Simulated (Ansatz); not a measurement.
**BH₅SiZn₂: how energies converge with the basis set**

Aim: see how fast density functionals converge with the basis set for BH₅SiZn₂.

Computed with Ansatz 0.2.0, Gaussian basis. Level: one geometry, several basis sets.

The runs, in order: PBE0-D4/def2-SVP; ωB97M-V/def2-SVP; PBE0-D4/def2-QZVPP; ωB97M-V/def2-QZVPP; the functionals' def2-TZVPP values are taken from earlier runs.

## 1. Structure used throughout

All runs share one geometry, relaxed beforehand with PBE0-D4 in a triple-zeta def2 set.

9 atoms, charge 0, spin multiplicity 1.

Atoms are counted from 1 here; the program's logs count them from 0.

Bond lengths: B1–Zn2 2.091 Å, B1–H5 1.200 Å, B1–H6 1.200 Å, Zn2–Si3 2.385 Å, Si3–Zn4 2.370 Å, Si3–H7 1.499 Å, Si3–H8 1.499 Å, Zn4–H9 1.560 Å. Angles: Zn2–B1–H5 122.5°, Zn2–B1–H6 122.7°, H5–B1–H6 114.8°, B1–Zn2–Si3 179.3°, Zn2–Si3–Zn4 116.5°, Zn2–Si3–H7 109.6°, Zn2–Si3–H8 109.4°, Zn4–Si3–H7 107.9°, Zn4–Si3–H8 107.8°, H7–Si3–H8 105.2°, Si3–Zn4–H9 178.8°.

## 2. PBE0-D4 in def2-SVP

The input, in.yaml:

```yaml
crystal:
  periodic: [false, false, false]
  atoms:
    - {symbol: B, position_ang: [1.079142, 1.961052, -2.038106]}
    - {symbol: Zn, position_ang: [0.644577, 0.489491, -0.618166]}
    - {symbol: Si, position_ang: [0.120372, -1.184066, 0.997947]}
    - {symbol: Zn, position_ang: [-2.126815, -1.260726, 1.748385]}
    - {symbol: H, position_ang: [0.870970, 1.808600, -3.210298]}
    - {symbol: H, position_ang: [1.559022, 3.021644, -1.746319]}
    - {symbol: H, position_ang: [1.001029, -1.015507, 2.199323]}
    - {symbol: H, position_ang: [0.464889, -2.534479, 0.445309]}
    - {symbol: H, position_ang: [-3.613196, -1.286019, 2.221935]}
basis:
  gaussian: {orbitals: def2-SVP}
hamiltonian: {xc: pbe0, dispersion: d4}
output: {orbitals: {seedname: orbitals}}
```

Run with:

```sh
ansatz run in.yaml --threads 2 --pin off --events-out ev --progress --plain --max-ram 31744MiB --backend cpu
```

After this run come: ωB97M-V in def2-SVP; PBE0-D4 in def2-QZVPP; ωB97M-V in def2-QZVPP.

**Question.** What will the summary of the whole plan be? Wanted: PBE0-D4: double and triple zeta above quadruple; ωB97M-V: double and triple zeta above quadruple.

The runs gave:

```
                                       quantity           value
PBE0-D4: double and triple zeta above quadruple  20.19, 2.63 eV
ωB97M-V: double and triple zeta above quadruple  20.18, 2.56 eV
```

What this shows: PBE0-D4 gains 17.55 eV from double to triple zeta, then 2.63 eV more. These are total energies; as a rule much of such shifts cancels in differences, which this series doesn't test.
